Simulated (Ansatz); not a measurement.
**Molecular dynamics of Zn$_{2}$Cu$_{3}$Si$_{2}$Se$_{8}$, charge -1**

The input (input.yaml):

```yaml
accuracy: low
crystal:
  lattice:
    - [5.731698, 0.0, 0.0]
    - [0.0, 5.731698, 0.0]
    - [0.0, 0.0, 11.33221]
  atoms:
    - { symbol: Zn, position: [-0.02490966, 0.44975435, 0.23670532] }
    - { symbol: Si, position: [-0.04284112, -0.05306605, 0.48405126] }
    - { symbol: Cu, position: [-0.06058831, -0.02755994, -0.00889028] }
    - { symbol: Cu, position: [0.47186555, -0.06977918, 0.25712549] }
    - { symbol: Se, position: [0.21111611, 0.24463342, 0.88257228] }
    - { symbol: Se, position: [0.18108752, 0.18550841, 0.37186802] }
    - { symbol: Se, position: [0.77465753, 0.23226867, 0.61552769] }
    - { symbol: Se, position: [0.69875103, 0.18341534, 0.13339576] }
    - { symbol: Zn, position: [0.46219349, 0.00908282, 0.72591147] }
    - { symbol: Si, position: [0.45161422, 0.47501886, -0.00039048] }
    - { symbol: Cu, position: [0.51419876, 0.51425945, 0.52940158] }
    - { symbol: Se, position: [0.74402028, 0.69611894, 0.37311925] }
    - { symbol: Se, position: [0.68923126, 0.68648757, 0.86374741] }
    - { symbol: Se, position: [0.21512546, 0.69848856, 0.11574635] }
    - { symbol: Se, position: [0.19818751, 0.75798107, 0.61877088] }
total_charge: -1
basis:
  ecutwfc: 420.0
kpoints:
  mp_grid: { grid: [2, 2, 1] }
hamiltonian:
  xc: pbesol
scf:
  occupations: { method: fermi_dirac, width: 0.05 }
  lower_state_search: "off"
md:
  timestep: 2
  n_steps: 390
  ensemble: nve
  temperature: 800.0
  initial_velocities: maxwell_boltzmann
  seed: 938810
```

Launched with:

```bash
$ ansatz run input.yaml --threads 2 --pin off --max-ram 5120MiB --backend cpu --events-out ev --progress --plain --runs-dir out
```

It goes on from the last frame of an earlier run, with new velocities.

Output, in part (step lines):

```
md step     0: t =     0.00 fs  T =   800.0 K  F+E_penalty+E_count = -70961.69330018 eV  E_kin = 1.447712 eV  conserved = -70960.24558819 eV  (17 SCF iters)
md step     1: t =     2.00 fs  T =   816.5 K  F+E_penalty+E_count = -70961.72326824 eV  E_kin = 1.477541 eV  conserved = -70960.24572725 eV  (10 SCF iters)
md step     2: t =     4.00 fs  T =   832.1 K  F+E_penalty+E_count = -70961.75175561 eV  E_kin = 1.505889 eV  conserved = -70960.24586613 eV  (10 SCF iters)
md step     3: t =     6.00 fs  T =   845.8 K  F+E_penalty+E_count = -70961.77657090 eV  E_kin = 1.530579 eV  conserved = -70960.24599232 eV  (10 SCF iters)
md step     4: t =     8.00 fs  T =   856.3 K  F+E_penalty+E_count = -70961.79570805 eV  E_kin = 1.549613 eV  conserved = -70960.24609553 eV  (11 SCF iters)
md step     5: t =    10.00 fs  T =   862.8 K  F+E_penalty+E_count = -70961.80751131 eV  E_kin = 1.561343 eV  conserved = -70960.24616834 eV  (4 SCF iters)
md step     6: t =    12.00 fs  T =   864.6 K  F+E_penalty+E_count = -70961.81079804 eV  E_kin = 1.564592 eV  conserved = -70960.24620614 eV  (4 SCF iters)
md step     7: t =    14.00 fs  T =   861.3 K  F+E_penalty+E_count = -70961.80493452 eV  E_kin = 1.558727 eV  conserved = -70960.24620708 eV  (3 SCF iters)
[... lines left out ...]
md step   390: t =   780.00 fs  T =   466.0 K  F+E_penalty+E_count = -70961.08899536 eV  E_kin = 0.843346 eV  conserved = -70960.24564959 eV  (11 SCF iters)
```

The steps, from the saved trajectory:

| time (fs) | T (K) | potential energy less start (eV) | conserved less start (meV/atom) |
| --- | --- | --- | --- |
| 0.0 | 800 | 0.000 | 0.00 |
| 26.0 | 754 | 0.083 | 0.00 |
| 52.0 | 618 | 0.329 | 0.00 |
| 78.0 | 623 | 0.320 | -0.01 |
| 104.0 | 637 | 0.295 | -0.01 |
| 130.0 | 496 | 0.551 | 0.04 |
| 156.0 | 644 | 0.281 | -0.03 |
| 182.0 | 566 | 0.424 | 0.02 |
| 208.0 | 670 | 0.234 | -0.02 |
| 234.0 | 754 | 0.083 | -0.03 |
| 260.0 | 664 | 0.246 | 0.00 |
| 286.0 | 618 | 0.329 | 0.01 |
| 312.0 | 731 | 0.125 | 0.02 |
| 338.0 | 826 | -0.047 | -0.03 |
| 364.0 | 611 | 0.343 | 0.00 |
| 390.0 | 491 | 0.559 | 0.00 |
| 416.0 | 554 | 0.444 | 0.01 |
| 442.0 | 676 | 0.224 | -0.01 |
| 468.0 | 642 | 0.286 | -0.01 |
| 494.0 | 509 | 0.526 | -0.01 |
| 520.0 | 631 | 0.306 | -0.03 |
| 546.0 | 806 | -0.011 | -0.01 |
| 572.0 | 688 | 0.203 | 0.00 |
| 598.0 | 661 | 0.252 | 0.01 |
| 624.0 | 854 | -0.098 | -0.04 |
| 650.0 | 664 | 0.246 | 0.00 |
| 676.0 | 498 | 0.545 | -0.02 |
| 702.0 | 318 | 0.873 | 0.01 |
| 728.0 | 419 | 0.690 | 0.00 |
| 754.0 | 526 | 0.495 | 0.00 |
| 780.0 | 466 | 0.604 | 0.00 |

The run went to its last step. The conserved energy stayed within 0.06 meV per atom of its start (net change -0.0041 meV per atom), so the integration is sound. A run of 0.78 ps of so small a system gives no equilibrium averages. Limits of this set-up: coarse k mesh, low accuracy level, charged cell in a uniform background, uncorrected.

Mean squared displacements from the first frame to the last, about the centre of mass: Zn 0.27 Å², Si 0.07 Å², Cu 0.45 Å², Se 0.11 Å².

Last frame:

```xyz
15
Lattice="5.7317 0.0000 0.0000 0.0000 5.7317 0.0000 0.0000 0.0000 11.3322" Properties=species:S:1:pos:R:3
Zn -0.039 2.743 2.255
Si -0.357 -0.189 5.706
Cu -0.631 -0.025 -0.311
Cu 2.614 0.037 3.681
Se 1.337 1.150 10.057
Se 0.964 1.405 4.495
Se 4.189 1.157 7.066
Se 4.088 1.351 1.508
Zn 2.892 -0.378 8.501
Si 2.738 2.652 -0.174
Cu 2.450 2.623 5.738
Se 4.250 4.227 4.061
Se 4.295 3.654 9.701
Se 1.397 4.043 1.043
Se 1.158 4.140 6.983
```

Run time: 29 min on 2 threads of Arm Neoverse V1, with other jobs on the host, peak memory 1.1 GiB.
